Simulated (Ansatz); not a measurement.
# C₂H₃FOSi: a ladder of functionals and wavefunction methods

Aim: compute C₂H₃FOSi with functionals from several rungs and with coupled cluster, and see how far each lands from CCSD(T) at the basis-set limit for the atomisation energy.

Computed with Ansatz 0.2.0, Gaussian basis. Level: functionals in def2-TZVPP, the program's frozen cores in correlated methods.

Levels to be run: LDA (SPW92), PBE-D4, revPBE-D4, BLYP-D4, r2SCAN-D4, B97M-V, PBE0-D4, B3LYP-D4, r2SCANh-D4, r2SCAN0-D4, HSE06-D4, BHLYP-D4, CAM-B3LYP-D4, LC-ωPBE, ωB97X-V, ωB97M-V, B2PLYP, PBE-QIDH; CCSD(T)/def2-SVP; CCSD(T)/def2-TZVPP; MP2/def2-QZVPP; extrapolation to the limit; RPA on PBE.

## Step 1: The relaxed structure

All runs share one geometry, relaxed beforehand with PBE0-D4 in a triple-zeta def2 set.

SMILES `FC1=C[SiH2]O1`, 8 atoms, charge 0, spin multiplicity 1.

Atoms are counted from 1 here; the program's logs count them from 0.

Bond lengths: F1–C2 1.307 Å, C2–C3 1.344 Å, C2–O5 1.347 Å, C3–Si4 1.822 Å, C3–H6 1.075 Å, Si4–O5 1.738 Å, Si4–H7 1.480 Å, Si4–H8 1.480 Å. Angles: F1–C2–C3 131.4°, F1–C2–O5 115.0°, C3–C2–O5 113.5°, C2–C3–Si4 82.4°, C2–C3–H6 129.4°, Si4–C3–H6 148.1°, C3–Si4–O5 78.4°, C3–Si4–H7 120.5°, C3–Si4–H8 120.5°, O5–Si4–H7 110.6°, O5–Si4–H8 110.6°, H7–Si4–H8 110.8°, C2–O5–Si4 85.6°.

## Step 2: LDA

This LDA is Slater exchange with PW92 correlation.

The input, in.yaml:

```yaml
crystal:
  periodic: [false, false, false]
  atoms:
    - {symbol: F, position_ang: [-0.433502, 1.551466, 1.752570]}
    - {symbol: C, position_ang: [-0.196408, 0.702586, 0.786851]}
    - {symbol: C, position_ang: [0.742705, -0.249085, 0.649908]}
    - {symbol: Si, position_ang: [-0.102300, -0.513889, -0.942303]}
    - {symbol: O, position_ang: [-1.035189, 0.785766, -0.263916]}
    - {symbol: H, position_ang: [1.530625, -0.532563, 1.323245]}
    - {symbol: H, position_ang: [0.535151, -0.092161, -2.209383]}
    - {symbol: H, position_ang: [-0.948983, -1.709119, -1.152571]}
basis:
  gaussian: {orbitals: def2-TZVPP}
hamiltonian: {xc: lda}
output: {orbitals: {seedname: orbitals}}
```

On the command line:

```sh
ansatz run in.yaml --threads 2 --pin off --events-out ev --progress --plain --max-ram 4352MiB
```

After this run come: PBE-D4 (GGA); revPBE-D4 (GGA); BLYP-D4 (GGA); r2SCAN-D4 (meta-GGA); B97M-V (meta-GGA); B3LYP-D4 (hybrid); r2SCANh-D4 (hybrid); r2SCAN0-D4 (hybrid); HSE06-D4 (hybrid); BHLYP-D4 (hybrid); CAM-B3LYP-D4 (range-separated); LC-ωPBE (range-separated); ωB97X-V (range-separated); ωB97M-V (range-separated); B2PLYP (double hybrid); PBE-QIDH (double hybrid); CCSD(T) in def2-SVP; CCSD(T) in def2-TZVPP; MP2 in def2-QZVPP; RPA on PBE orbitals.

Q: Predict the results of all the runs planned. Wanted: atomisation energy, CCSD(T)/CBS; farthest beyond LDA; mean size of error, GGA; mean size of error, meta-GGA; mean size of error, hybrid; mean size of error, range-separated; mean size of error, double hybrid; gap, smallest and largest; T1 diagnostic.

**Answer**, as computed:

| quantity | value |
| --- | --- |
| atomisation energy, CCSD(T)/CBS | 3224.5 kJ/mol |
| functionals within 16.1 kJ/mol (0.5 %) | revPBE-D4, BLYP-D4, B3LYP-D4, r2SCANh-D4, CAM-B3LYP-D4, PBE-QIDH |
| farthest beyond LDA | BHLYP-D4 (-145.8 kJ/mol) |
| mean size of error, GGA | 43.0 kJ/mol |
| mean size of error, meta-GGA | 24.8 kJ/mol |
| mean size of error, hybrid | 43.3 kJ/mol |
| mean size of error, range-separated | 17.3 kJ/mol |
| mean size of error, double hybrid | 21.7 kJ/mol |
| gap, smallest and largest | 4.56 eV (LDA (SPW92)), 11.61 eV (LC-ωPBE) |
| T1 diagnostic | 0.0139 |
| triples share of the correlation energy | 4.0 % |

The LDA atomisation energy is off by 580.4 kJ/mol (18 %): it overbinds. PBE-D4 misses by +114.5 kJ/mol. Double hybrids carry the basis error of their MP2 part in triple zeta, and no dispersion term here, so their miss is partly the set-up's. By mean error the best rung here is range-separated (17.3 kJ/mol) and the worst beyond LDA is hybrid (43.3 kJ/mol). The gap between the best rungs is small, so their order is not settled. The mean of the hybrids holds BHLYP, with half exact exchange. Misses under about 16.1 kJ/mol are within the doubt on the reference itself, which lacks core-valence correlation, relativity and higher excitations. Hartree-Fock recovers 70 % of the binding; the rest is correlation. CCSD(T) in def2-SVP is off by -204.3 kJ/mol, more than most functionals: a good method in a small basis is no reference. The gap grows from 4.6 to 11.6 eV across the functionals, mostly with the share of exact exchange.
